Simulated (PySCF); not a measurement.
# (H2In-mu-OH)3: geometry, NMR shifts and electronic excitations

What NMR shifts and electronic excitations should (H2In-mu-OH)3 show?

The runs use PySCF 2.14.0, with density-fitted response routines of our own; the level of theory stands in each step. All values are computed, except where a source is named. Atoms are numbered from 0 throughout.

## Step 1: Starting geometry

15 atoms, charge 0, multiplicity 1; geometry from: GFN2-xTB. The atoms were then displaced at random by about 0.03 Å, so the start is not that level's minimum.

Bonds of the start (Å): In0–H1 1.64, In0–H2 1.69, In0–O3 2.18, In0–O11 2.19, O3–In4 2.22, O3–H12 0.99, In4–H5 1.63, In4–H6 1.69, In4–O7 2.22, O7–In8 2.09, O7–H13 0.97, In8–H9 1.70, In8–H10 1.65, In8–O11 2.14, O11–H14 0.92.

## Step 2: Relaxing the molecule at PBE0-D3(BJ)/def2-SVP

What the job is given:

```
{"job": {"xc": "PBE0", "basis": "def2-SVP", "d3": "d3bj", "grid": 1, "maxiter": 40, "shake": 0.03, "kind": "geom"}, "charge": 0, "multiplicity": 1}
In     0.658320    -1.960420     1.106420
H      1.183750    -1.978210     2.656800
H      0.169880    -2.950800    -0.167610
O     -1.076080    -0.662130     1.317010
In    -2.202870     0.429570    -0.247100
H     -2.483670    -0.640000    -1.441930
H     -3.053730     1.569370     0.667440
O     -0.449000     1.618560    -0.906720
In     1.390700     0.824520    -1.513860
H      0.984440    -0.308900    -2.719760
H      2.407910     2.114840    -1.382050
O      1.865030    -0.371640     0.200420
H     -1.376200    -0.277760     2.183990
H     -0.495110     2.497580    -0.501840
H      2.443860     0.019320     0.792790
```

Launch:

```sh
$ OMP_NUM_THREADS=1 python probes_run.py task.json out
```

The driver reads the jobs from task.json and runs them one after another.

The program printed:

```text
step   0  E = -801.12657459  max force = 0.038281
step   1  E = -801.13800558  max force = 0.005924
step   2  E = -801.13910557  max force = 0.004665
step   3  E = -801.13990667  max force = 0.004308
step   4  E = -801.14021620  max force = 0.001545
step   5  E = -801.14033820  max force = 0.001113
step   6  E = -801.14038718  max force = 0.000988
step   7  E = -801.14042741  max force = 0.000936
step   8  E = -801.14045349  max force = 0.000690
step   9  E = -801.14046785  max force = 0.000521
step  10  E = -801.14047322  max force = 0.000214
optimisation converged
```

It took 3.8 min on 1 thread of Arm Neoverse V1, shared host; peak memory 0.89 GiB.

Step by step:

| step | energy from step 0 (eV) | largest force component (eV/Å) |
| --- | --- | --- |
| 0 | 0.0000 | 1.9685 |
| 1 | -0.3111 | 0.3046 |
| 2 | -0.3410 | 0.2399 |
| 3 | -0.3628 | 0.2215 |
| 4 | -0.3712 | 0.0794 |
| 5 | -0.3745 | 0.0572 |
| 6 | -0.3759 | 0.0508 |
| 7 | -0.3770 | 0.0481 |
| 8 | -0.3777 | 0.0355 |
| 9 | -0.3781 | 0.0268 |
| 10 | -0.3782 | 0.0110 |

Close pairs (by a distance rule), those that changed most:

| bond | before (Å) | after (Å) | change (Å) |
| --- | --- | --- | --- |
| In0–H1 | 1.637 | 1.725 | +0.088 |
| In4–H5 | 1.628 | 1.713 | +0.085 |
| In8–H10 | 1.648 | 1.726 | +0.077 |
| O7–In8 | 2.094 | 2.162 | +0.068 |
| In4–O7 | 2.219 | 2.163 | -0.056 |
| O3–In4 | 2.215 | 2.163 | -0.052 |
| O11–H14 | 0.916 | 0.963 | +0.048 |
| In4–H6 | 1.691 | 1.724 | +0.033 |

The final coordinates are the input of the step that follows.

| at the end point | value |
| --- | --- |
| rotational constants (GHz, main isotopes) | 0.500, 0.494, 0.257 |
| dipole moment (D) | 2.93 |

## Step 3: Shielding tensors: PBE0/def2-TZVP+pcSseg-1

What the job is given:

```
{"job": {"kind": "nmr", "xc": "PBE0", "basis": {"default": "pcSseg-1", "In": "def2-TZVP"}}, "charge": 0, "multiplicity": 1}
In     0.586591    -1.902671     1.097894
H      1.207469    -2.017312     2.703432
H      0.199553    -2.965346    -0.188046
O     -1.169048    -0.658975     1.319972
In    -2.203103     0.458939    -0.216496
H     -2.442151    -0.689022    -1.464604
H     -3.134038     1.608012     0.670503
O     -0.480696     1.590278    -0.873570
In     1.406326     0.804006    -1.577517
H      0.978005    -0.347131    -2.770522
H      2.480184     2.146275    -1.427398
O      1.817990    -0.375499     0.188434
H     -1.246551    -0.268222     2.197014
H     -0.399178     2.448099    -0.443092
H      2.365876     0.092471     0.827997
```

Method: GIAO PBE0/pcSseg-1 In:def2-TZVP NMR shielding, scalar relativity only through core potentials, gas phase.

The program printed:

```text
coarse grid: 62048 points
cycle   1  E = -798.5991318023  dE = -9.619e+01  |g| = 3.653e+00  |ddm| = 7.873e+01
cycle   2  E = -792.2066979888  dE =  6.392e+00  |g| = 7.214e+00  |ddm| = 1.556e+01
cycle   3  E = -801.1046327235  dE = -8.898e+00  |g| = 1.098e+00  |ddm| = 8.956e+00
cycle   4  E = -801.1976017524  dE = -9.297e-02  |g| = 8.205e-01  |ddm| = 1.325e+00
cycle   5  E = -801.3146998133  dE = -1.171e-01  |g| = 7.969e-02  |ddm| = 5.287e-01
cycle   6  E = -801.3158549033  dE = -1.155e-03  |g| = 2.351e-02  |ddm| = 7.449e-02
cycle   7  E = -801.3159597176  dE = -1.048e-04  |g| = 3.048e-03  |ddm| = 2.375e-02
cycle   8  E = -801.3159601641  dE = -4.464e-07  |g| = 2.641e-03  |ddm| = 3.949e-03
final grid: 124104 points
cycle   9  E = -801.3160379724  dE =  2.620e-06  |g| = 4.898e-03  |ddm| = 5.847e-03
cycle  10  E = -801.3160278100  dE =  1.016e-05  |g| = 9.005e-03  |ddm| = 7.965e-03
cycle  11  E = -801.3160422410  dE = -1.443e-05  |g| = 1.129e-04  |ddm| = 5.159e-03
cycle  12  E = -801.3160422433  dE = -2.313e-09  |g| = 1.526e-05  |ddm| = 1.058e-04
cycle  13  E = -801.3160422433  dE = -1.819e-11  |g| = 1.453e-05  |ddm| = 2.430e-05
converged SCF energy = -801.3160422433

GIAO shielding tensors (ppm)
atom      isotropic    diamagn.    paramagn.     s11        s22        s33       span
  0 In         nan         nan         nan        nan        nan        nan        nan
  1 H       26.035      27.593      -1.558     18.368     19.099     40.638     22.271
  2 H       25.968      28.114      -2.146     18.944     19.894     39.067     20.123
  3 O      288.154     391.727    -103.573    231.831    304.786    327.844     96.013
  4 In         nan         nan         nan        nan        nan        nan        nan
  5 H       25.963      28.206      -2.242     18.959     19.974     38.957     19.998
  6 H       26.024      27.585      -1.560     18.317     19.083     40.673     22.356
  7 O      287.566     391.815    -104.249    232.078    304.045    326.575     94.497
  8 In         nan         nan         nan        nan        nan        nan        nan
  9 H       25.970      28.143      -2.174     18.945     19.923     39.042     20.097
 10 H       26.026      27.589      -1.563     18.347     19.086     40.644     22.297
 11 O      287.505     391.824    -104.319    231.245    304.367    326.902     95.657
 12 H       29.801      32.207      -2.406     20.054     27.190     42.158     22.104
 13 H       29.776      32.293      -2.517     20.160     27.122     42.046     21.886
 14 H       29.796      32.277      -2.481     20.087     27.318     41.982     21.896
```

Wall time 64 s (1 thread of Arm Neoverse V1, shared host); peak memory 1.3 GiB.

The references, computed at this level on geometries of the same kind, shield at (ppm): 1H TMS 31.27, 17O H2O 334.6. Their shielding less the atom's gives the shift. The references are single molecules in the gas phase, so shifts against H2O, NH3, PH3, H3PO4 or CFCl3 are not on the usual liquid scales and can be off by tens of ppm. Atoms listed in one row are averaged.

| atoms | environment | σ (ppm) | δ (ppm) |
| --- | --- | --- | --- |
| H1, H2, H5, H6, H9, H10 | hydrogen on a In bonded to 2 O | 26.00 | 5.27 |
| H12, H13, H14 | hydrogen on an oxygen bonded to 2 In | 29.79 | 1.48 |
| O3, O7, O11 | oxygen bonded to 2 In, H | 287.7 | 46.8 |

Atoms past Kr carry core potentials, so their printed shieldings have no meaning and are left out of the table.

The run also stored atomic charges by several schemes (e):

| atoms | Mulliken | ESP fit |
| --- | --- | --- |
| In0, In4, In8 | 0.63 | 0.56 |
| O3, O7, O11 | -0.70 | -0.56 |

Mayer bond orders: In0–O3 0.46, In0–O11 0.46, O3–In4 0.46, In4–O7 0.46, O7–In8 0.46, In8–O11 0.46.

With diffuse functions Mulliken charges and Mayer bond orders lose their meaning; the other schemes are steadier.

The fields below are evaluated on a grid from the run's orbitals.

Frontier orbitals at PBE0/def2-TZVP+pcSseg-1, with the share of their density that lies nearest to each atom:

| orbital | energy (eV) | lies on |
| --- | --- | --- |
| HOMO | -8.17 | H10 36 %; H9 20 %; H6 11 % |
| LUMO | -0.62 | H12, H13, H14 about 10 % each; O3, O7, O11 about 7 % each; H2, H5, H9 about 6 % each |

ELF in a plane through or near 6 of the atoms.

Ten even steps from '0' (0.00) to '9' (1.00):
```
0000000000000000000000000000
0000000000000000000000000000
0000000000000000000000000000
0000000000000000000000000000
0000012200000000000133100000
0002699960002652001799962000
0018999982016985103999998100
0029999972115775112799999200
0018999842113553012389997000
0001332111110000111101210000
0000000025653003565310000000
0000000489764004679840000000
0000000477541001357630000000
0000000011001221001100000000
0000000000138998510000000000
0000000001699999971000000000
0000000000599999971000000000
0000000000037998410000000000
0000000000000000000000000000
0000000000000000000000000000
```
The map spans 11.2 Å across and 12.2 Å up, centred on the molecule. Atoms in the plane (x, y in Å): H1 (-3.0, 1.7), H6 (0.0, -3.5), H10 (3.0, 1.8), H12 (-1.9, -1.2), H13 (1.9, -1.1), H14 (0.0, 2.2).

On the surface of density 0.002 e/bohr³ the electrostatic potential runs, from the 1st to the 99th percentile, from -0.68 V near O3 to 2.28 V near H12.

## Step 4: Excited states and response: CAM-B3LYP/def2-SVPD

Same as in step 3 but for these lines:

```diff
@@ -1,2 +1,2 @@
-{"job": {"kind": "nmr", "xc": "PBE0", "basis": {"default": "pcSseg-1", "In": "def2-TZVP"}}, "charge": 0, "multiplicity": 1}
+{"job": {"kind": "uv", "xc": "CAM-B3LYP", "basis": "def2-SVPD", "ip": true, "nstates": 10}, "charge": 0, "multiplicity": 1}
 In     0.586591    -1.902671     1.097894
```

Method: TDDFT CAM-B3LYP/def2-SVPD, vertical, gas phase, core orbitals frozen in the response.

The program printed:

```text
coarse grid: 62048 points
cycle   1  E = -798.7317943377  dE = -6.368e+01  |g| = 3.338e+00  |ddm| = 2.540e+01
cycle   2  E = -797.8587448386  dE =  8.730e-01  |g| = 4.228e+00  |ddm| = 1.628e+01
cycle   3  E = -801.1461373397  dE = -3.287e+00  |g| = 8.174e-01  |ddm| = 5.942e+00
cycle   4  E = -801.2489786322  dE = -1.028e-01  |g| = 3.337e-01  |ddm| = 1.109e+00
cycle   5  E = -801.2697383091  dE = -2.076e-02  |g| = 1.824e-02  |ddm| = 3.947e-01
cycle   6  E = -801.2698698502  dE = -1.315e-04  |g| = 4.166e-03  |ddm| = 5.677e-02
cycle   7  E = -801.2698787307  dE = -8.881e-06  |g| = 1.360e-03  |ddm| = 1.739e-02
final grid: 124104 points
cycle   8  E = -801.2699063514  dE = -2.651e-07  |g| = 1.633e-03  |ddm| = 9.880e-03
cycle   9  E = -801.2699057715  dE =  5.798e-07  |g| = 2.451e-03  |ddm| = 3.078e-03
cycle  10  E = -801.2699068691  dE = -1.098e-06  |g| = 7.107e-05  |ddm| = 1.690e-03
cycle  11  E = -801.2699068710  dE = -1.914e-09  |g| = 2.204e-05  |ddm| = 2.313e-04
cycle  12  E = -801.2699068713  dE = -3.204e-10  |g| = 1.526e-05  |ddm| = 9.353e-05
converged SCF energy = -801.2699068713

Static polarisability (au): isotropic 123.018, principal 120.027 124.486 124.539

Singlet excitations
state   eV       nm        f      main configurations
  1   6.7975    182.4   0.00021   H->L+2 0.44, H-1->L+1 0.43
  2   6.8687    180.5   0.03191   H->L+2 0.21, H-1->L+1 0.20, H->L 0.15
  3   6.8818    180.2   0.03225   H->L+1 0.18, H-1->L 0.18, H-1->L+2 0.17
  4   6.9531    178.3   0.00010   H->L 0.41, H-2->L+1 0.27
  5   6.9668    178.0   0.00028   H-1->L 0.40, H-2->L+2 0.28
  6   7.0927    174.8   0.00600   H-2->L 0.56, H-1->L+2 0.09
  7   7.1583    173.2   0.04010   H-3->L 0.33, H-5->L 0.20
  8   7.1636    173.1   0.03843   H-4->L 0.33, H-6->L 0.19
  9   7.2919    170.0   0.00016   H-3->L+1 0.28, H-4->L+2 0.27, H-3->L+2 0.14
 10   7.3941    167.7   0.01842   H-6->L+1 0.13, H-5->L+2 0.13, H-4->L+1 0.12

Triplet excitations (Tamm-Dancoff, eV): 6.3094 6.3110 6.3576 6.4482
Vertical ionisation energy (delta-SCF) = 10.2824 eV
```

Wall time 5.4 min (1 thread of Arm Neoverse V1, shared host); peak memory 1.5 GiB.

Frontier orbitals and where they lie:

| orbital | eV | atoms |
| --- | --- | --- |
| HOMO−3 | -10.05 | O3 18 %, O7 17 %, In4 15 % |
| HOMO−2 | -9.76 | In4 14 %, In8 12 %, In0 11 % |
| HOMO−1 | -9.56 | In0 23 %, H1 21 %, In4 14 % |
| HOMO | -9.55 | In8 25 %, H10 23 %, H9 14 % |
| LUMO | 0.12 | In4 18 %, In8 18 %, In0 18 % |
| LUMO+1 | 0.23 | In0 26 %, In4 20 %, In8 11 % |
| LUMO+2 | 0.24 | In8 27 %, In4 18 %, In0 13 % |

With each of the 10 states as a Gaussian band of 0.4 eV half-width at 1/e, the curve within the window shown has maxima at 175 nm (ε 5,700) L/(mol cm). Beyond the last state computed it falls off for lack of states. The curve at chosen wavelengths:

```tsv
nm	ε (L/mol/cm)
161	1031
163	1678
164	2067
166	2939
167	3397
169	4283
170	4681
172	5314
173	5529
175	5721
176	5697
178	5426
179	5194
181	4586
182	4232
184	3479
185	3101
187	2381
188	2053
190	1477
191	1233
193	833
194	675
196	430
197	338
199	204
```

Leading natural transition orbitals of singlet state 7: the hole lies on O11 50 %; O7 22 %; O3 9 %; the particle on H14 27 %; H13 12 %; O11 11 %.

Leading natural transition orbitals of singlet state 1: the hole lies on H1, H10 about 28 % each; H2 14 %; H9 11 %; the particle on H1, H14 about 13 % each; In0, In8 about 11 % each; O11 10 %.

Further results of this job:

| property | computed |
| --- | --- |
| dipole moment (D) | 2.63 |
| polarisability (Å³) | 18.23 |
| HOMO–LUMO gap (eV) | 9.67 |
| −ε(HOMO) (eV) | 9.55 |

## Step 5: NMR shieldings: B3LYP/def2-TZVP+pcSseg-1

Same as in step 4 but for these lines:

```diff
@@ -1,2 +1,2 @@
-{"job": {"kind": "uv", "xc": "CAM-B3LYP", "basis": "def2-SVPD", "ip": true, "nstates": 10}, "charge": 0, "multiplicity": 1}
+{"job": {"kind": "nmr", "xc": "B3LYP", "basis": {"default": "pcSseg-1", "In": "def2-TZVP"}, "pop": false}, "charge": 0, "multiplicity": 1}
 In     0.586591    -1.902671     1.097894
```

With the program's defaults for keys left out, this is: GIAO B3LYP/pcSseg-1 In:def2-TZVP NMR shielding, scalar relativity only through core potentials, gas phase.

The program printed:

```text
coarse grid: 62048 points
cycle   1  E = -798.9103961150  dE = -9.582e+01  |g| = 3.762e+00  |ddm| = 7.847e+01
cycle   2  E = -786.3973491218  dE =  1.251e+01  |g| = 8.906e+00  |ddm| = 1.846e+01
cycle   3  E = -801.4141575543  dE = -1.502e+01  |g| = 1.444e+00  |ddm| = 1.298e+01
cycle   4  E = -801.5800216402  dE = -1.659e-01  |g| = 1.071e+00  |ddm| = 1.782e+00
cycle   5  E = -801.7772982552  dE = -1.973e-01  |g| = 1.279e-01  |ddm| = 6.808e-01
cycle   6  E = -801.7804158503  dE = -3.118e-03  |g| = 4.464e-02  |ddm| = 1.367e-01
cycle   7  E = -801.7807975014  dE = -3.817e-04  |g| = 4.849e-03  |ddm| = 4.802e-02
cycle   8  E = -801.7807998859  dE = -2.384e-06  |g| = 3.223e-03  |ddm| = 6.369e-03
cycle   9  E = -801.7808016487  dE = -1.763e-06  |g| = 7.319e-04  |ddm| = 2.226e-03
final grid: 124104 points
cycle  10  E = -801.7808832563  dE = -2.335e-07  |g| = 1.297e-03  |ddm| = 4.484e-03
cycle  11  E = -801.7808823876  dE =  8.687e-07  |g| = 2.569e-03  |ddm| = 2.266e-03
cycle  12  E = -801.7808835570  dE = -1.169e-06  |g| = 7.725e-05  |ddm| = 1.492e-03
cycle  13  E = -801.7808835581  dE = -1.140e-09  |g| = 1.477e-05  |ddm| = 8.063e-05
cycle  14  E = -801.7808835582  dE = -3.115e-11  |g| = 9.798e-06  |ddm| = 2.055e-05
converged SCF energy = -801.7808835582

GIAO shielding tensors (ppm)
atom      isotropic    diamagn.    paramagn.     s11        s22        s33       span
  0 In         nan         nan         nan        nan        nan        nan        nan
  1 H       26.153      27.875      -1.722     18.508     19.239     40.710     22.202
  2 H       26.091      28.460      -2.369     19.092     20.034     39.145     20.053
  3 O      280.927     391.216    -110.289    221.669    300.700    320.411     98.742
  4 In         nan         nan         nan        nan        nan        nan        nan
  5 H       26.087      28.553      -2.466     19.109     20.115     39.038     19.929
  6 H       26.142      27.867      -1.725     18.457     19.224     40.745     22.288
  7 O      280.303     391.323    -111.020    221.927    299.930    319.051     97.124
  8 In         nan         nan         nan        nan        nan        nan        nan
  9 H       26.093      28.490      -2.397     19.093     20.064     39.121     20.027
 10 H       26.144      27.872      -1.728     18.488     19.227     40.716     22.229
 11 O      280.235     391.326    -111.091    221.116    300.214    319.376     98.259
 12 H       29.875      32.161      -2.287     20.393     27.453     41.778     21.386
 13 H       29.850      32.254      -2.403     20.499     27.386     41.666     21.167
 14 H       29.870      32.237      -2.367     20.423     27.582     41.604     21.181
```

It took 50 s on 1 thread of Arm Neoverse V1, shared host; peak memory 1.3 GiB.

Key values: δ O3 53.6, H1 5.26, H12 1.52 ppm (means over like atoms).

## Step 6: Comparing the runs: NMR shifts

Shifts (ppm), means over like atoms, with basis size and wall time:

| run | H1 | H12 | O3 | functions | time |
| --- | --- | --- | --- | --- | --- |
| PBE0/def2-TZVP+pcSseg-1 | 5.27 | 1.48 | 46.8 | 246 | 64 s |
| B3LYP/def2-TZVP+pcSseg-1 | 5.26 | 1.52 | 53.6 | 246 | 50 s |

## Step 7: Outcome

| quantity | value |
| --- | --- |
| rotational constants (main isotopes) | 0.50, 0.49, 0.26 GHz |
| 1H shifts against TMS (PBE0/def2-TZVP+pcSseg-1, means over atoms taken as alike) | 5.27, 1.48 ppm |
| 17O shifts against H2O (PBE0/def2-TZVP+pcSseg-1, means over atoms taken as alike) | 46.8 ppm |
| surface potential, 1st and 99th percentile | -0.68 V and 2.28 V |
| lowest singlet (CAM-B3LYP/def2-SVPD) | 6.80 eV (182 nm), f = 0.000 |
| brightest single state of those computed | state 7, 7.16 eV, f = 0.040 |
| lowest triplet | 6.31 eV |
| vertical ionisation energy (ΔSCF) | 10.28 eV |
| range of the shift of O3 | 46.8 to 53.6 ppm |

In words: The start was shaken at random, so part of the energy gained undoes that. The optimisation took 10 steps and gained 0.378 eV; among the close pairs (by a distance rule), In0–H1 changed most, from 1.637 to 1.725 Å. At PBE0/def2-TZVP+pcSseg-1: Shielding is most anisotropic at O3, O7, O11 (span 95 ppm, paramagnetic term -104 ppm). The first singlet state (HOMO→LUMO+2 0.44, HOMO−1→LUMO+1 0.43) lies at 6.80 eV and is dark; of the 10 states computed, the strongest absorption comes from states 7 to 8 together at 7.16 eV. The lowest triplet lies 0.49 eV below the lowest singlet (triplets in Tamm-Dancoff, singlets in full TDDFT). Spin-orbit coupling, left out, mixes singlets and triplets in elements this heavy. ΔSCF puts the ionisation energy at 10.28 eV, 0.73 eV above −ε(HOMO). Across the 2 runs the shift of O3 (with its like atoms) moves most, between 46.8 (PBE0/def2-TZVP+pcSseg-1) and 53.6 ppm (B3LYP/def2-TZVP+pcSseg-1). Spin-orbit coupling is left out, which matters for shieldings and couplings at and beside the heavy atoms.
